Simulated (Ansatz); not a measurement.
# ClFGeHS radical: a ladder of functionals and wavefunction methods

The task here is to estimate one member of a computed series from the others.

Computed with Ansatz 0.2.0, Gaussian basis. Level: functionals in def2-TZVPP, the program's frozen cores in correlated methods.

Plan: LDA (SPW92), PBE-D4, revPBE-D4, BLYP-D4, r2SCAN-D4, B97M-V, PBE0-D4, B3LYP-D4, r2SCANh-D4, r2SCAN0-D4, HSE06-D4, BHLYP-D4, CAM-B3LYP-D4, LC-ωPBE, ωB97X-V, ωB97M-V, B2PLYP, PBE-QIDH; CCSD(T)/def2-SVP; CCSD(T)/def2-TZVPP; MP2/def2-QZVPP; extrapolation to the limit; RPA on PBE.

### Structure used throughout

The geometry comes from an earlier relaxation with PBE0-D4 in a triple-zeta def2 set; it is a stationary point.

5 atoms, charge 0, spin multiplicity 2.

Atoms are counted from 1 here; the program's logs count them from 0.

Bond lengths: F1–Ge2 1.736 Å, Ge2–S3 2.227 Å, Ge2–Cl4 2.161 Å, S3–H5 1.345 Å. Angles: F1–Ge2–S3 103.5°, F1–Ge2–Cl4 106.1°, S3–Ge2–Cl4 112.6°, Ge2–S3–H5 91.7°.

The first run:

Contents of in.yaml:

```yaml
crystal:
  periodic: [false, false, false]
  atoms:
    - {symbol: F, position_ang: [-1.117728, -0.858743, 1.560347]}
    - {symbol: Ge, position_ang: [0.026092, -0.740805, 0.259567]}
    - {symbol: S, position_ang: [0.799721, 1.339534, 0.436747]}
    - {symbol: Cl, position_ang: [-1.100216, -1.056614, -1.557063]}
    - {symbol: H, position_ang: [1.442031, 1.242928, -0.741000]}
basis:
  gaussian: {orbitals: def2-TZVPP}
magnetization: {spin_polarized: true, initial_magnetization: 1}
hamiltonian: {xc: lda}
output: {orbitals: {seedname: orbitals}}
```

Run with:

```bash
$ ansatz run in.yaml --threads 2 --pin off --events-out ev --progress --plain --max-ram 22528MiB --backend cpu
```

Among the steps run: LDA; PBE-D4 (GGA); revPBE-D4 (GGA); BLYP-D4 (GGA); r2SCAN-D4 (meta-GGA); B97M-V (meta-GGA); PBE0-D4 (hybrid); B3LYP-D4 (hybrid); r2SCANh-D4 (hybrid); r2SCAN0-D4 (hybrid); HSE06-D4 (hybrid); BHLYP-D4 (hybrid); CAM-B3LYP-D4 (range-separated); LC-ωPBE (range-separated); ωB97X-V (range-separated); ωB97M-V (range-separated); B2PLYP (double hybrid); PBE-QIDH (double hybrid).

One table of the session follows, with a row left open; its other results are not shown here.

It belongs to the step «Frontier levels by functional». 

| functional | HOMO (eV) | LUMO (eV) | gap (eV) |
| --- | --- | --- | --- |
| LDA (SPW92) | -6.09 | -5.37 | 0.72 |
| PBE-D4 | -6.00 | -5.00 | 1.00 |
| revPBE-D4 | -5.96 | -4.87 | 1.10 |
| BLYP-D4 | -5.82 | -4.99 | 0.83 |
| r2SCAN-D4 | -6.41 | -4.74 | 1.68 |
| B97M-V | -6.28 | -5.01 | 1.27 |
| PBE0-D4 | -7.21 | -4.17 | 3.04 |
| B3LYP-D4 | -6.94 | -4.53 | 2.41 |
| r2SCANh-D4 | -6.85 | -4.42 | 2.43 |
| r2SCAN0-D4 | -7.51 | -3.95 | 3.55 |
| HSE06-D4 | -6.82 | -4.54 | 2.28 |
| BHLYP-D4 | -8.23 | -3.36 | 4.87 |
| CAM-B3LYP-D4 | -8.43 | -3.29 | 5.14 |
| LC-ωPBE | -9.80 | -1.95 | 7.86 |
| ωB97X-V | -9.33 | -2.30 | 7.03 |
| ωB97M-V | ? | ? | ? |

Estimate the missing values for ωB97M-V.

**Answer.** HOMO (eV): -9.14; LUMO (eV): -2.37; gap (eV): 6.78. In the column «HOMO (eV)» it lies between ωB97X-V (-9.33) and CAM-B3LYP-D4 (-8.43).
